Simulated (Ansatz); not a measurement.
**CH₃FOTe: up Jacob's ladder to CCSD(T)**

How much do the methods differ for CH₃FOTe? The plan is to run it at one geometry with functionals of several rungs and with coupled cluster, and see how far each lands from CCSD(T) at the basis-set limit for the atomisation energy.

Method: functionals in def2-TZVPP, the program's frozen cores in correlated methods; program: Ansatz 0.2.0, Gaussian basis.

The runs, in order: LDA (SPW92), PBE-D4, revPBE-D4, BLYP-D4, r2SCAN-D4, B97M-V, PBE0-D4, B3LYP-D4, r2SCANh-D4, r2SCAN0-D4, HSE06-D4, BHLYP-D4, CAM-B3LYP-D4, LC-ωPBE, ωB97X-V, ωB97M-V, B2PLYP, PBE-QIDH; CCSD(T)/def2-SVP; CCSD(T)/def2-TZVPP; MP2/def2-QZVPP; extrapolation to the limit; RPA on PBE.

**1. The geometry**

An earlier PBE0-D4 in a triple-zeta def2 set relaxation fixed the geometry. Te takes the def2 core potential; no spin-orbit term is included.

SMILES `OC(F)[TeH]`, 7 atoms, charge 0, spin multiplicity 1.

Atoms are counted from 1 here; the program's logs count them from 0.

Bond lengths: O1–C2 1.359 Å, O1–H5 0.965 Å, C2–F3 1.369 Å, C2–Te4 2.195 Å, C2–H6 1.089 Å, Te4–H7 1.656 Å. Angles: C2–O1–H5 109.1°, O1–C2–F3 111.5°, O1–C2–Te4 111.1°, O1–C2–H6 108.0°, F3–C2–Te4 108.2°, F3–C2–H6 108.2°, Te4–C2–H6 109.8°, C2–Te4–H7 92.8°.

**2. LDA**

This LDA is Slater exchange with PW92 correlation.

Contents of in.yaml:

```yaml
crystal:
  periodic: [false, false, false]
  atoms:
    - {symbol: O, position_ang: [0.368951, -0.631465, 1.365493]}
    - {symbol: C, position_ang: [0.112245, 0.284892, 0.395674]}
    - {symbol: F, position_ang: [-1.212752, 0.626327, 0.365405]}
    - {symbol: Te, position_ang: [0.667663, -0.484411, -1.583519]}
    - {symbol: H, position_ang: [-0.072133, -1.460141, 1.142186]}
    - {symbol: H, position_ang: [0.689295, 1.181006, 0.617739]}
    - {symbol: H, position_ang: [-0.491970, 0.415891, -2.348778]}
basis:
  gaussian: {orbitals: def2-TZVPP}
hamiltonian: {xc: lda}
output: {orbitals: {seedname: orbitals}}
```

On the command line:

```sh
ansatz run in.yaml --threads 2 --pin off --events-out ev --progress --plain --max-ram 4352MiB
```

Further steps of the session: PBE-D4 (GGA); revPBE-D4 (GGA); BLYP-D4 (GGA); r2SCAN-D4 (meta-GGA); B97M-V (meta-GGA); B3LYP-D4 (hybrid); r2SCANh-D4 (hybrid); r2SCAN0-D4 (hybrid); HSE06-D4 (hybrid); BHLYP-D4 (hybrid); CAM-B3LYP-D4 (range-separated); LC-ωPBE (range-separated); ωB97X-V (range-separated); ωB97M-V (range-separated); B2PLYP (double hybrid); PBE-QIDH (double hybrid); CCSD(T) in def2-SVP; CCSD(T) in def2-TZVPP; MP2 in def2-QZVPP; RPA on PBE orbitals.

**Question.** What will the summary of the whole plan be? Wanted: atomisation energy, CCSD(T)/CBS; farthest beyond LDA; mean size of error, GGA; mean size of error, meta-GGA; mean size of error, hybrid; mean size of error, range-separated; mean size of error, double hybrid; gap, smallest and largest; T1 diagnostic.

**Answer**, as computed:

| quantity | value |
| --- | --- |
| atomisation energy, CCSD(T)/CBS | 2310.6 kJ/mol |
| functionals within 23.1 kJ/mol (1.0 %) | revPBE-D4, BLYP-D4, r2SCAN-D4, B97M-V, PBE0-D4, B3LYP-D4, HSE06-D4, CAM-B3LYP-D4, ωB97X-V, ωB97M-V |
| farthest beyond LDA | BHLYP-D4 (-147.5 kJ/mol) |
| mean size of error, GGA | 30.3 kJ/mol |
| mean size of error, meta-GGA | 15.0 kJ/mol |
| mean size of error, hybrid | 53.5 kJ/mol |
| mean size of error, range-separated | 20.4 kJ/mol |
| mean size of error, double hybrid | 51.3 kJ/mol |
| gap, smallest and largest | 3.51 eV (BLYP-D4), 10.20 eV (LC-ωPBE) |
| T1 diagnostic | 0.0121 |
| triples share of the correlation energy | 3.1 % |

**Reading.** LDA overbinds by 459.9 kJ/mol (20 %). PBE-D4 is off by +76.1 kJ/mol. Double hybrids carry the basis error of their MP2 part in triple zeta, and no dispersion term here, so their miss is partly the set-up's. The rungs meta-GGA, range-separated miss on average by less than the doubt on the reference (23.1 kJ/mol), so they tie. Misses under about 23.1 kJ/mol are within the doubt on the reference itself, which lacks core-valence correlation, spin-orbit coupling and higher excitations, and its outer-core shells are covered unevenly. All levels share the lack of spin-orbit coupling, which lowers the free heavy atoms and so the true binding. Hartree-Fock recovers 64 % of the binding; the rest is correlation. CCSD(T) in def2-SVP is off by -188.1 kJ/mol, worse than the median functional, from the basis alone. The gap grows from 3.5 to 10.2 eV across the functionals, mostly with the share of exact exchange. Correlated methods include outer-core shells of Te, which these sets cover unevenly.
